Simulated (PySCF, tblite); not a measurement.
**C5H13N3Si2: infrared bands and NMR shifts**

Wanted: the infrared bands and NMR shifts of C5H13N3Si2 (`C[Si](C)(C)n1ncc([SiH3])n1`), by calculation.

The runs use tblite 0.8.0 and PySCF 2.14.0, with density-fitted response routines of our own; the level of theory stands in each step. All values are computed, except where a source is named. Atoms count from 0, in the outputs and in this text.

## Step 1: The molecule as given

23 atoms, charge 0, multiplicity 1; geometry from: GFN2-xTB.

Bonds of the start (Å): C0–Si1 1.90, Si1–C2 1.90, Si1–C3 1.90, Si1–N4 1.78, N4–N5 1.32, N5–C6 1.32, C6–C7 1.41, C7–Si8 1.87, C7–N9 1.33, N9–N4 1.32, C0–H10 1.09, C0–H11 1.09, C0–H12 1.09, C2–H13 1.09, C2–H14 1.09, C2–H15 1.09, C3–H16 1.09, C3–H17 1.09, C3–H18 1.09, C6–H19 1.07, Si8–H20 1.46, Si8–H21 1.47, Si8–H22 1.46.

## Step 2: Harmonic vibrations with GFN2-xTB

What the job is given:

```
{"job": {"kind": "ir", "xc": "GFN2-xTB", "basis": "xTB"}, "charge": 0, "multiplicity": 1}
C     -2.374199    -1.017719    -0.971818
Si    -1.472399     0.286266     0.081622
C     -1.592318    -0.068025     1.941858
C     -1.943033     2.060402    -0.407851
N      0.258625     0.144175    -0.303887
N      0.772721     0.615541    -1.429027
C      2.049222     0.300687    -1.384690
C      2.303119    -0.388968    -0.179714
Si     3.882326    -1.115261     0.506058
N      1.145004    -0.462227     0.462259
H     -2.124673    -2.025626    -0.651640
H     -3.451481    -0.905835    -0.900065
H     -2.101099    -0.927950    -2.019505
H     -2.625853    -0.172940     2.255518
H     -1.147060     0.731135     2.526530
H     -1.068043    -0.984745     2.193491
H     -3.007821     2.235753    -0.294434
H     -1.679339     2.254152    -1.443176
H     -1.420201     2.789438     0.204318
H      2.726672     0.562195    -2.171446
H      4.156501    -0.543782     1.824963
H      4.957356    -0.769054    -0.429640
H      3.751220    -2.570626     0.600353
```

**Question.** This job is followed by: GIAO PBE0/pcSseg-1 NMR shielding, non-relativistic, gas phase. Predict these results of the whole session: strongest single infrared mode (GFN2-xTB); zero-point energy (GFN2-xTB); 13C shifts against TMS (PBE0/pcSseg-1, means over atoms taken as alike); 1H shifts against TMS (PBE0/pcSseg-1, means over atoms taken as alike); 29Si shifts against TMS (PBE0/pcSseg-1); 15N shifts against NH3 (PBE0/pcSseg-1).

The runs gave:

| quantity | value |
| --- | --- |
| strongest single infrared mode (GFN2-xTB) | 789 cm⁻¹, 614 km/mol |
| zero-point energy (GFN2-xTB) | 107.9 kcal/mol |
| 13C shifts against TMS (PBE0/pcSseg-1, means over atoms taken as alike) | 149.1, 140.9, 0.3 ppm |
| 1H shifts against TMS (PBE0/pcSseg-1, means over atoms taken as alike) | 8.04, 4.55, 0.54 ppm |
| 29Si shifts against TMS (PBE0/pcSseg-1) | 17.1, -85.5 ppm |
| 15N shifts against NH3 (PBE0/pcSseg-1) | 394.4, 372.5, 301.7 ppm |

What this shows: The lowest mode is imaginary (34i cm⁻¹), so the xTB geometry is not a minimum. The strongest single mode, at 789 cm⁻¹, has its largest shares on H21, H22 and H20 (the list is cut at 3 atoms). Unscaled tight-binding wavenumbers are off by several per cent, some by more. Its intensities can rank the bands wrongly. At PBE0/pcSseg-1: Shielding is most anisotropic at N9 (span 572 ppm, paramagnetic term -454 ppm). NICS(1)zz of -35 ppm above the planar ring from N4 marks a diatropic (aromatic) ring current.
